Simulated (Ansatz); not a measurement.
# MoC (quintet): wave-function methods side by side, def2-TZVPP

An exercise on one series of results from a longer session: the logs are not shown, and one member is left open.

The runs use Ansatz 0.2.0, Gaussian basis; def2-TZVPP, core rule «outside noble gas», up to 5 orbitals frozen.

To be run: UHF; ROHF; CCSD(T) on UHF.

2 further runs of the same task are left out: 2 set aside as unsound or not needed.

### The system

The geometry is a PBE0/def2-TZVP stationary point (not a proven minimum) of the parent state, kept for this charge and spin. No spin-orbit coupling is included. Elements past krypton take def2 core potentials.

2 atoms, charge 0, spin multiplicity 5.

Atoms are counted from 1 here; the program's logs count them from 0.

Bond lengths: Mo1–C2 1.654 Å.

The first run:

in.yaml reads:

```yaml
crystal:
  periodic: [false, false, false]
  atoms:
    - {symbol: Mo, position_ang: [0.000000, 0.000000, 0.000000]}
    - {symbol: C, position_ang: [0.000000, 0.000000, 1.653600]}
basis:
  gaussian: {orbitals: def2-TZVPP}
magnetization: {spin_polarized: true, initial_magnetization: 4}
hamiltonian: {xc: hf}
output: {orbitals: {seedname: orbitals}}
```

Command:

```sh
ansatz run in.yaml --threads 1 --pin off --events-out ev --progress --plain --max-ram 4096MiB --backend cpu
```

Steps of the session up to this table: UHF; ROHF; CCSD(T) on UHF.

One table of the session follows, with a row left open; its other results are not shown here.

```
  method  from UCCSD(T) (kcal/mol)
    ROHF                   +213.32
     UHF                   +192.24
    UMP2                         ?
   UCCSD                    +12.11
UCCSD(T)                         0
```

Estimate the missing values for UMP2.

**Answer.** from UCCSD(T) (kcal/mol): +35.43. In the column «from UCCSD(T) (kcal/mol)» it lies between UCCSD (+12.11) and UHF (+192.24).

To keep in mind: The determinant is far from a pure spin state, so its energy mixes those of several spin states (harmless only where they are near-degenerate, as at dissociation).
